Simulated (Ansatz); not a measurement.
# NiCl4 (element-swapped structure): how the settings move a single-point run

Computed with Ansatz 0.2.0 (reference: DFT PBE, plane waves, PAW, scalar-relativistic, no spin polarisation, unless a step's input says otherwise).

**1. The starting structure**

The structure is orthorhombic, space group Cmmm (No. 65). The conventional cell has a = 7.937 Å, b = 8.334 Å, c = 3.563 Å, α = 90.00°, β = 90.00°, γ = 90.00°. Cl (site symmetry m2m) is surrounded by 2 Ni at 2.38 Å. Around Ni (site symmetry mmm) lie 6 Cl at 2.26 to 2.38 Å. Cl (site symmetry 2mm) has 1 Ni at 2.26 Å as nearest neighbours.

As a file:

```cif
data_structure
_symmetry_space_group_name_H-M 'P 1'
_symmetry_Int_Tables_number 1
_cell_length_a 5.7543
_cell_length_b 5.7543
_cell_length_c 3.5635
_cell_angle_alpha 90.000
_cell_angle_beta 90.000
_cell_angle_gamma 92.798
_cell_volume 117.86
loop_
_atom_site_label
_atom_site_type_symbol
_atom_site_fract_x
_atom_site_fract_y
_atom_site_fract_z
_atom_site_occupancy
Cl1 Cl 0.18940 0.81060 0.50000 1
Cl2 Cl 0.81060 0.18940 0.50000 1
Ni1 Ni 0.00000 0.00000 0.00000 1
Cl3 Cl 0.28520 0.28520 0.00000 1
Cl4 Cl 0.71480 0.71480 0.00000 1
```

**2. The reference run**

Contents of input.yaml:

```yaml
crystal:
  lattice:
    - [3.968377, 4.167071, 0.0]
    - [3.968377, -4.167071, 0.0]
    - [0.0, 0.0, -3.563481]
  atoms:
    - { symbol: Cl, position: [0.1894, 0.8106, 0.5] }
    - { symbol: Cl, position: [0.8106, 0.1894, 0.5] }
    - { symbol: Ni, position: [0.0, 0.0, 0.0] }
    - { symbol: Cl, position: [0.2852, 0.2852, 0.0] }
    - { symbol: Cl, position: [0.7148, 0.7148, 0.0] }
  symmetry: { tolerance: 0.0003 }
kpoints:
  mp_grid: { grid: [3, 3, 5], shift: [0, 0, 0] }
magnetization:
  spin_polarized: false
scf:
  occupations: { method: fermi_dirac }
hamiltonian:
  pseudopotentials: { kind: paw }
  xc: pbe
basis:
  ecutwfc: 420
output:
  forces: true
  stress: true
  eigenvalues: true
  write_density: true
  write_potential: true
  elf: true
  volumetric_format: npy
```

Launch:

```
$ ansatz run input.yaml --threads 1 --pin off --max-ram 2560MiB --backend cpu --events-out ev --progress --plain --runs-dir out
```

What time and memory should one allow on 1 thread of Intel Xeon 6975P-C (Granite Rapids), shared host?

About 2.3 s, with a peak of 0.47 GiB.
